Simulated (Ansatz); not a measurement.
Relaxation of a periodic cell of 63 atoms, Si (host Si, host structure diamond, one Si atom removed), cell charge +1, to a largest force component of 0.03 eV/Å in at most 60 steps.

Method: Ansatz 0.2.0, DFT LDA, scalar-relativistic, plane waves, PAW. Settings: PAW set soft_1, cutoff 420 eV, k mesh 1x1x1, gaussian smearing 0.02 eV, spin collinear.

```xyz
63
Lattice="10.8600 0.0000 0.0000 0.0000 10.8600 0.0000 0.0000 0.0000 10.8600" Properties=species:S:1:pos:R:3
Si 5.399 0.022 0.038
Si 6.823 1.352 1.357
Si 8.169 2.634 0.009
Si 9.493 4.047 1.350
Si 8.125 0.060 2.724
Si 9.548 1.304 4.058
Si -0.027 0.012 0.028
Si 1.351 1.343 1.363
Si 2.736 2.693 -0.020
Si 4.066 4.033 1.369
Si 5.437 5.403 0.002
Si 6.804 6.764 1.383
Si 8.151 8.105 0.044
Si 9.503 9.469 1.326
Si 2.719 0.015 2.739
Si 4.050 1.290 4.049
Si 5.416 2.725 2.678
Si 6.808 4.042 4.060
Si 8.094 5.414 2.699
Si 9.492 6.753 4.084
Si 5.351 0.006 5.396
Si 6.835 1.372 6.783
Si 8.170 2.700 5.428
Si 9.475 4.031 6.837
Si 8.149 0.012 8.161
Si 9.541 1.361 9.475
Si 0.038 5.443 -0.018
Si 1.311 6.797 1.416
Si 2.711 8.138 -0.061
Si 4.062 9.491 1.337
Si 0.012 2.709 2.679
Si 1.343 4.079 4.105
Si 4.124 6.819 4.095
Si 5.386 8.134 2.723
Si 6.812 9.517 4.054
Si 0.038 -0.030 5.384
Si 1.372 1.322 6.757
Si 2.724 2.755 5.393
Si 4.040 4.064 6.813
Si 5.413 5.452 5.465
Si 6.827 6.821 6.777
Si 8.150 8.114 5.404
Si 9.516 9.493 6.820
Si 2.758 -0.007 8.150
Si 4.087 1.322 9.501
Si 5.414 2.756 8.141
Si 6.823 4.052 9.519
Si 8.184 5.427 8.146
Si 9.573 6.809 9.489
Si -0.002 8.176 2.774
Si 1.346 9.460 4.049
Si 0.021 5.422 5.456
Si 1.341 6.863 6.754
Si 2.709 8.132 5.389
Si 4.078 9.530 6.792
Si -0.059 2.760 8.166
Si 1.340 4.057 9.506
Si 2.756 5.438 8.179
Si 4.059 6.734 9.494
Si 5.437 8.166 8.135
Si 6.771 9.481 9.489
Si -0.018 8.127 8.144
Si 1.379 9.456 9.534
```

Where does it end, and by what steps?

The run converged. The force dipped under the threshold on the way, but the program's further checks kept it going. Limits of this set-up: coarse k mesh, PAW files made for another functional, charged cell in a uniform background, uncorrected. After 7 steps the energy has fallen by 1.048 eV; Si28 moved furthest, 0.09 Å.

| step | energy less start (eV) | largest force component (eV/Å) | accepted |
| --- | --- | --- | --- |
| 0 | 0.0000 | 1.351 | yes |
| 1 | -0.9543 | 0.447 | yes |
| 2 | -1.0438 | 0.063 | yes |
| 3 | -1.0351 | 0.109 | no |
| 4 | -1.0479 | 0.012 | yes |
| 5 | -1.0480 | 0.010 | yes |
| 6 | -1.0482 | 0.006 | yes |
| 7 | -1.0483 | 0.005 | yes |

```xyz
63
Lattice="10.8600 0.0000 0.0000 0.0000 10.8600 0.0000 0.0000 0.0000 10.8600" Properties=species:S:1:pos:R:3
Si 5.427 -0.016 0.000
Si 6.777 1.364 1.336
Si 8.157 2.715 0.000
Si 9.505 4.072 1.366
Si 8.137 0.005 2.701
Si 9.514 1.348 4.083
Si 0.000 -0.015 -0.003
Si 1.358 1.348 1.355
Si 2.704 2.728 0.015
Si 4.097 4.045 1.360
Si 5.414 5.437 0.015
Si 6.793 6.784 1.355
Si 8.156 8.142 -0.002
Si 9.506 9.495 1.355
Si 2.715 -0.006 2.713
Si 4.077 1.332 4.074
Si 5.422 2.720 2.748
Si 6.810 4.064 4.074
Si 8.147 5.426 2.713
Si 9.505 6.773 4.067
Si 5.432 -0.021 5.429
Si 6.788 1.353 6.785
Si 8.162 2.709 5.430
Si 9.514 4.056 6.792
Si 8.144 -0.002 8.141
Si 9.506 1.342 9.504
Si 0.001 5.408 -0.002
Si 1.329 6.813 1.324
Si 2.734 8.141 -0.002
Si 4.069 9.497 1.366
Si 0.018 2.727 2.702
Si 1.361 4.043 4.095
Si 4.097 6.779 4.094
Si 5.414 8.124 2.702
Si 6.794 9.488 4.083
Si 0.003 -0.017 5.424
Si 1.339 1.364 6.774
Si 2.751 2.720 5.420
Si 4.077 4.065 6.807
Si 5.422 5.391 5.419
Si 6.777 6.802 6.774
Si 8.158 8.139 5.424
Si 9.506 9.495 6.796
Si 2.703 0.005 8.134
Si 4.086 1.348 9.511
Si 5.432 2.709 8.159
Si 6.794 4.056 9.511
Si 8.137 5.439 8.134
Si 9.506 6.784 9.503
Si 0.002 8.140 2.731
Si 1.369 9.496 4.066
Si 0.017 5.437 5.412
Si 1.358 6.784 6.791
Si 2.705 8.124 5.411
Si 4.086 9.487 6.791
Si 0.003 2.714 8.155
Si 1.369 4.072 9.502
Si 2.716 5.426 8.145
Si 4.069 6.773 9.502
Si 5.428 8.139 8.155
Si 6.800 9.496 9.503
Si 0.001 8.142 8.153
Si 1.358 9.496 9.503
```

Whether the end is a true minimum wasn't checked by a vibrational analysis.

Time of the run: 110 s on 4 threads of Arm Neoverse V2, with other jobs on the host, peak memory 1.5 GiB.
